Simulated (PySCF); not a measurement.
**SeI: bond curves at several levels of theory**

An exercise on one series of results from a longer session: the logs are not shown, and one member is left open.

Program: PySCF 2.14.0. Level of theory: Se def2-TZVPP, I def2-TZVPP with ECP28, scalar-relativistic core potentials. These are calculated values, not measurements.

Set-up of the first run:

Settings of the job:

* atoms: Se, I
* charge: 0
* basis: Se def2-TZVPP, I def2-TZVPP with ECP28
* Hamiltonian: scalar-relativistic core potentials
* basis functions: 98
* electrons treated: 59
* masses in u: 79.9165, 126.9045
* levels: PBE0, PBE, r²SCAN, M06-L, LDA, BLYP, B2PLYP, CAM-B3LYP, HF, MP2, SCS-MP2, CCSD, CCSD(T)
* grid: 80 radial by 434 angular points
* occupations: held fixed by the projection of orbital angular momentum
* dissociation limit: Se + I, each in its ground configuration
* starting distance in angstrom: 2.425
* values of 2S to try: 1, 3

The run is started by

```sh
> OMP_NUM_THREADS=2 python dia.py task.json out
```

Steps of the session up to this table: Set-up; PBE0 along the bond; Other states along the same grid; PBE; r²SCAN; M06-L (meta-GGA); LDA; BLYP; B2PLYP (double hybrid); CAM-B3LYP (range-separated hybrid); UHF (mean field); MP2 and coupled cluster.

One of the session's tables, all rows but one given; the rest of the session is left out.

It belongs to the step «Constants by level of theory». 

```
      level  Re (Å)  ωe (cm⁻¹)  De (eV)  μ (D)
        UHF       ?          ?        ?      ?
   UHF-CCSD   2.459      269.2     1.84    n/a
UHF-CCSD(T)   2.463      266.0     2.02    n/a
        LDA   2.429      283.1     3.27   0.86
        PBE   2.466      267.4     2.60   0.73
       BLYP   2.503      250.8     2.38   0.71
     r²SCAN   2.451      273.8     2.39   0.63
      M06-L   2.458      268.3     2.45   0.81
       PBE0   2.442      279.2     2.33   0.52
  CAM-B3LYP   2.451      274.9     2.08   0.41
     B2PLYP   2.458      271.1     2.17   0.24
```

**Question.** Estimate the row for UHF.

The run gave: Re (Å): 2.476; ωe (cm⁻¹): 271.1; De (eV): 0.69; μ (D): -0.12. In the column «Re (Å)» it lies between PBE (2.466) and BLYP (2.503).

To keep in mind: At some levels the lowest empty orbital lies below the highest filled one (the two can be of opposite spin).
